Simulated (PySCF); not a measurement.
# CH6OSSi (SMILES C[SiH](O)S) at HF/6-31G(d) (spherical functions, max memory mb 1860)

Aim: a geometry optimisation of CH6OSSi. The job is set up through a Python script.

Program for the calculation: PySCF 2.14.0.

## (1) Starting point

The species is CH6OSSi (10 atoms), typed as a singlet with charge 0. As SMILES, `C[SiH](O)S`. The coordinates come from a PBE0-D4/def2-TZVP relaxation. The run starts from this shape.

Bond lengths: C1–Si2 1.852 Å, Si2–O3 1.646 Å, Si2–S4 2.141 Å, C1–H5 1.092 Å, C1–H6 1.093 Å, C1–H7 1.092 Å, Si2–H8 1.487 Å, O3–H9 0.959 Å, S4–H10 1.345 Å. Some angles: C1–Si2–O3 105.8°, C1–Si2–S4 113.0°, O3–Si2–S4 112.0°, C1–Si2–H8 112.4°, O3–Si2–H8 111.7°, S4–Si2–H8 102.1°, Si2–C1–H5 110.6°, Si2–C1–H6 110.2°, Si2–C1–H7 110.7°, Si2–O3–H9 116.8°.

## (2) A geometry optimisation at HF/6-31G(d) (spherical functions, max memory mb 1860)

run.py

```python
# C[SiH](O)S
from pyscf import gto, scf
from pyscf.geomopt.geometric_solver import kernel as optimise

mol = gto.Mole()
mol.atom = '''
C   -0.953400   0.912900  -0.368400
Si  -0.031700  -0.579100   0.226500
O    0.661100  -0.139100   1.653400
S    1.417200  -1.286300  -1.182600
H   -1.481700   0.692300  -1.297900
H   -1.681600   1.230200   0.382200
H   -0.267500   1.743800  -0.548700
H   -0.914800  -1.764500   0.386800
H    1.285100  -0.756400   2.039200
H    2.050600  -0.105000  -1.287800
'''
mol.max_memory = 1860
mol.charge = 0
mol.verbose = 3
mol.basis = '6-31g*'
mol.build()

mf = scf.RHF(mol)
mf.conv_tol = 1e-10
converged, mol_eq = optimise(mf, maxsteps=60, convergence_set='GAU_TIGHT')
print('converged:', converged)
print(mol_eq.tostring())

mf.reset(mol_eq)
mol = mol_eq
mf.kernel()
if not mf.converged:
    mf = mf.newton().run(mf.mo_coeff, mf.mo_occ)
e_tot = mf.e_tot
print(f'total energy: {e_tot:.8f} hartree')
```

Command:

```sh
$ OMP_NUM_THREADS=1 python run.py
```

**Question.** What will come out? Wanted: total energy at the end; dipole moment; HOMO energy; LUMO energy; HOMO–LUMO gap.

Computed results:

Level: HF/6-31G* (spherical functions, max memory mb 1860).

| quantity | value |
| --- | --- |
| total energy at the end | -802.73012 Eh |
| dipole moment | 1.02 D |
| HOMO energy | -10.25 eV |
| LUMO energy | 4.54 eV |
| HOMO–LUMO gap | 14.78 eV |

What this shows: At the final geometry: Bond lengths: C1–Si2 1.868 Å, Si2–O3 1.646 Å, Si2–S4 2.153 Å, C1–H5 1.085 Å, C1–H6 1.086 Å, C1–H7 1.086 Å, Si2–H8 1.472 Å, O3–H9 0.948 Å, S4–H10 1.329 Å. Some angles: C1–Si2–O3 106.3°, C1–Si2–S4 112.7°, O3–Si2–S4 111.5°, C1–Si2–H8 112.6°, O3–Si2–H8 111.7°, S4–Si2–H8 102.2°, Si2–C1–H5 111.3°, Si2–C1–H6 110.2°, Si2–C1–H7 111.1°, Si2–O3–H9 118.7°. The optimisation took 17 steps and changed the energy by -0.028 eV.
